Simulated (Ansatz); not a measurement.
# triplet BBrClF at 6 levels

Aim: a comparison of 6 runs (U-revPBE/aug-cc-pVDZ, UBLYP/aug-cc-pVDZ, USVWN5/aug-cc-pVDZ, UMP2/aug-cc-pVDZ, UCCSD/aug-cc-pVDZ, UCCSD(T)/aug-cc-pVDZ) of triplet BBrClF. 

The calculation is run with Ansatz 0.2.0.

32 further runs of the same task are left out: 32 set aside as unsound or not needed.

**1. Starting point**

The species is BBrClF (4 atoms), meant as a triplet with charge 0. As SMILES of the parent species, `FB(Cl)Br`. The coordinates come from a PBE0-D4/def2-TZVP relaxation. That shape belongs to the parent species and isn't relaxed for this state.

Bond lengths: F1–B2 1.309 Å, B2–Cl3 1.737 Å, B2–Br4 1.903 Å. Angles: F1–B2–Cl3 119.4°, F1–B2–Br4 119.0°, Cl3–B2–Br4 121.6°.

**2. A single-point energy at U-revPBE/aug-cc-pVDZ (run 1)**

Input file molecule.yaml:

```yaml
crystal:
  periodic: [false, false, false]
  atoms:
    - symbol: F
      position_ang: [-0.037800, -1.335000, -0.542400]
    - symbol: B
      position_ang: [0.000500, -0.136300, -0.018100]
    - symbol: Cl
      position_ang: [-0.369900, 0.071000, 1.666000]
    - symbol: Br
      position_ang: [0.462600, 1.340100, -1.125800]
basis:
  gaussian:
    orbitals: aug-cc-pVDZ
magnetization:
  spin_polarized: true
  initial_magnetization: 2
hamiltonian:
  xc: {name: revPBE}
accuracy: high
output: {orbitals: {seedname: orbitals}}
```

Command:

```sh
$ ansatz run molecule.yaml --threads 1 --pin off --max-ram 2610MiB --events-out events.jsonl --progress --plain --runs-dir runs
```

Standard output:

```text
Warning: RAYON_NUM_THREADS=1 ignored (pool sized by the plan → 1); use --threads N
Functional definition: revPBE
  name "revPBE"
  parameter kappa = 1.245
  parameter beta = 0.06672455060314922
  exchange = pbe_x(kappa = kappa, mu = beta*pi^2/3)
  correlation = pbe_c(beta = beta)
2109 factors; integrals over basis functions are off by at most 4.3e-9 eV
mean field evaluation 1: about -85944.9341 eV, gradient 3.3e1 eV
mean field evaluation 2: about -85898.2278 eV, gradient 9.9e1 eV
mean field evaluation 4: about -85947.9262 eV, gradient 1.7e1 eV
mean field evaluation 8: about -85950.4399 eV, gradient 1.1e-1 eV
mean field evaluation 16: about -85950.4379 eV, gradient 1.2e-4 eV
mean field evaluation 32: about -85947.2358 eV, gradient 1.2e1 eV
mean field evaluation 64: about -85950.1876 eV, gradient 2.8e-1 eV
mean field -85950.43794476 eV, -3158.6203351707 hartree, gradient 6.6e-8 eV, S^2 2.003918; 8 other end points of the search recorded, 0 dependent functions left out
reference -85950.43795171 eV, -3158.6203354260 hartree; 34, 32 occupied and 75, 77 virtual orbitals, 2109 factors
Total energy: -85950.43795171 eV, -3158.6203354260 hartree
```

Wall time 44 s (1 thread of Arm Neoverse V2, shared host); peak memory 0.4 GiB.

**3. The energy at UBLYP/aug-cc-pVDZ (run 2)**

Input file molecule.yaml:

```yaml
crystal:
  periodic: [false, false, false]
  atoms:
    - {symbol: F, position_ang: [-0.037800, -1.335000, -0.542400]}
    - {symbol: B, position_ang: [0.000500, -0.136300, -0.018100]}
    - {symbol: Cl, position_ang: [-0.369900, 0.071000, 1.666000]}
    - {symbol: Br, position_ang: [0.462600, 1.340100, -1.125800]}
basis:
  gaussian:
    orbitals: aug-cc-pVDZ
magnetization:
  spin_polarized: true
  initial_magnetization: 2
hamiltonian:
  xc: {name: BLYP}
accuracy: high
output: {orbitals: {seedname: orbitals}}
```

Command:

```sh
$ ansatz run molecule.yaml --threads 1 --pin off --max-ram 2610MiB --events-out events.jsonl --progress --plain --runs-dir runs
```

Standard output, shortened:

```text
Warning: RAYON_NUM_THREADS=1 ignored (pool sized by the plan → 1); use --threads N
Functional definition: BLYP
  name "BLYP"
[...]
2109 factors; integrals over basis functions are off by at most 4.3e-9 eV
[...]
mean field -85959.92673706 eV, -3158.9690418558 hartree, gradient 5.6e-8 eV, S^2 2.003213; 9 other end points of the search recorded, 0 dependent functions left out
reference -85959.92678612 eV, -3158.9690436588 hartree; 34, 32 occupied and 75, 77 virtual orbitals, 2109 factors
Total energy: -85959.92678612 eV, -3158.9690436588 hartree
```

Wall time 60 s (1 thread of Arm Neoverse V2, shared host); peak memory 0.4 GiB.

Runs 3 to 5 aren't shown in full; the table further down has their settings and results.

**4. A single-point energy at UCCSD(T)/aug-cc-pVDZ (run 6)**

Input file in.yaml:

```yaml
crystal:
  periodic: [false, false, false]
  atoms:
    - {symbol: F, position_ang: [-0.037800, -1.335000, -0.542400]}
    - {symbol: B, position_ang: [0.000500, -0.136300, -0.018100]}
    - {symbol: Cl, position_ang: [-0.369900, 0.071000, 1.666000]}
    - {symbol: Br, position_ang: [0.462600, 1.340100, -1.125800]}
basis:
  gaussian:
    orbitals: aug-cc-pVDZ
accuracy: high
correlation:
  method: ccsd_t
  frozen_orbitals: {B: 1, Br: 9, Cl: 5, F: 1}
scf:
  omitted_lower_state_checks: [cluster_reference, increment]
magnetization:
  spin_polarized: true
  initial_magnetization: 2
```

Command:

```sh
$ ansatz run in.yaml --threads 1 --pin off --max-ram 2610MiB --events-out events.jsonl --progress --plain --runs-dir runs
```

Standard output:

```text
Warning: RAYON_NUM_THREADS=1 ignored (pool sized by the plan → 1); use --threads N
[... 16 lines left out ...]
16 core orbitals not correlated: weight in the atoms' cores, before any rotation towards them, 1.000 or more for the frozen orbitals, at most 0.000 for the correlated occupied ones
[... 44 lines left out ...]
Total energy: -85893.70142073 eV, -3156.5353063700 hartree
Checks for a lower state left out: cluster_reference, increment
```

Wall time 7.2 min (1 thread of Arm Neoverse V2, shared host); peak memory 1.7 GiB.

**5. All runs side by side**

```tsv
run	level	frozen core orbitals	energy (Eh)	⟨S²⟩	wall time
1	U-revPBE/aug-cc-pVDZ	–	-3158.620335	2.004	44 s
2	UBLYP/aug-cc-pVDZ	–	-3158.969044	2.003	60 s
3	USVWN5/aug-cc-pVDZ	–	-3153.033993	2.002	25 s
4	UMP2/aug-cc-pVDZ	16	-3156.486097	2.019	48 s
5	UCCSD/aug-cc-pVDZ	16	-3156.517698	2.019	5.6 min
6	UCCSD(T)/aug-cc-pVDZ	16	-3156.535306	2.019	7.2 min
```

**6. Summary of results**

```
                                           quantity           value
                                run 6: total energy  -3156.53531 Eh
run 6: correlation energy (16 core orbitals frozen)      -596.3 mEh
                              run 6: (T) correction      -17.61 mEh
           run 6: ⟨S²⟩ of the reference determinant           2.019
                               run 6: T1 diagnostic           0.029
```

What this shows: Totals of different functionals can't be ranked against each other. All runs together took 16 min, the longest 7.2 min.
